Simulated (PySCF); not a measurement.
# C5H8Si: the cost of one run

Programs: PySCF 2.14.0, with density-fitted response routines of our own. Each step states its level of theory. These are calculated values for one molecule in the gas phase, unless marked as measured. Atoms are numbered from 0 throughout.

**1. The starting structure**

14 atoms, charge 0, multiplicity 1; geometry from: PBE0-D3(BJ)/def2-SVP.

Bonds of the start (Å): C0–C1 1.22, C1–C2 1.43, C2–C3 1.35, C2–Si4 1.89, Si4–C5 1.87, C0–H6 1.07, C3–H7 1.09, C3–H8 1.09, Si4–H9 1.50, Si4–H10 1.50, C5–H11 1.10, C5–H12 1.10, C5–H13 1.10.

**2. Shielding tensors: PBE0/pcSseg-1**

Job settings and geometry (Å):

```
{"job": {"kind": "nmr", "xc": "PBE0", "basis": "pcSseg-1", "pop": false}, "charge": 0, "multiplicity": 1}
C     -1.018235     2.208136     1.271691
C     -1.007855     1.276518     0.490957
C     -0.924294     0.140530    -0.365955
C     -1.667160     0.023892    -1.483746
Si     0.313253    -1.197122     0.145625
C      2.032842    -0.468000     0.306055
H     -1.043630     3.042983     1.947039
H     -2.379047     0.798082    -1.787915
H     -1.581696    -0.857230    -2.126170
H     -0.119068    -1.780325     1.453498
H      0.266323    -2.265305    -0.901108
H      2.761697    -1.239325     0.598886
H      2.359810    -0.024871    -0.646679
H      2.038784     0.321792     1.072868
```

With the program's defaults for keys left out, this is: GIAO PBE0/pcSseg-1 NMR shielding, non-relativistic, gas phase.

Started as:

```
> OMP_NUM_THREADS=1 python probes_run.py task.json out
```

One launch serves the whole session: the jobs run in the order shown.

Q: Estimate the wall time and peak memory of this first job on 1 thread of Arm Neoverse V1, shared host.

About 16 s, with a peak of 0.8 GiB.
